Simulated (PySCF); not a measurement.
# C3H6ClGeN: the cost of one run

Programs: PySCF 2.14.0, with density-fitted response routines of our own. Each step states its level of theory. These are calculated values for one molecule in the gas phase, unless marked as measured. Atoms are numbered from 0 throughout.

### 1 Starting geometry

12 atoms, charge 0, multiplicity 1; geometry from: GFN2-xTB. The atoms were then displaced at random by about 0.01 Å, so the start is not that level's minimum.

Bonds of the start (Å): C0–N1 1.25, N1–C2 1.36, C2–Cl3 1.72, C2–C4 1.35, C4–Ge5 1.94, C0–H6 1.11, C0–H7 1.05, C4–H8 1.08, Ge5–H9 1.50, Ge5–H10 1.49, Ge5–H11 1.48.

### 2 Optimising the geometry at PBE0-D3(BJ)/def2-SVP

The job: settings as JSON, then the geometry in Å.

```
{"job": {"xc": "PBE0", "basis": "def2-SVP", "d3": "d3bj", "grid": 1, "shake": 0.01, "kind": "geom"}, "charge": 0, "multiplicity": 1}
C     -1.980690    -0.958810     0.454650
N     -0.858370    -0.475000     0.205970
C     -0.613770     0.820330    -0.136620
Cl    -1.873830     1.990490    -0.253480
C      0.671650     1.148950    -0.365380
Ge     1.919440    -0.317830    -0.151230
H     -2.906040    -0.343860     0.418010
H     -2.065790    -1.973020     0.700820
H      0.948200     2.166290    -0.605460
H      1.882890    -0.854570     1.249950
H      3.297950     0.179270    -0.420750
H      1.618020    -1.410500    -1.105500
```

On the command line:

```console
> OMP_NUM_THREADS=1 python probes_run.py task.json out
```

The driver reads the jobs from task.json and runs them one after another.

**Question.** How long does this first job take on 1 thread of Arm Neoverse N1, shared host, and how much memory does it need?

About 1.7 min, with a peak of 0.53 GiB.
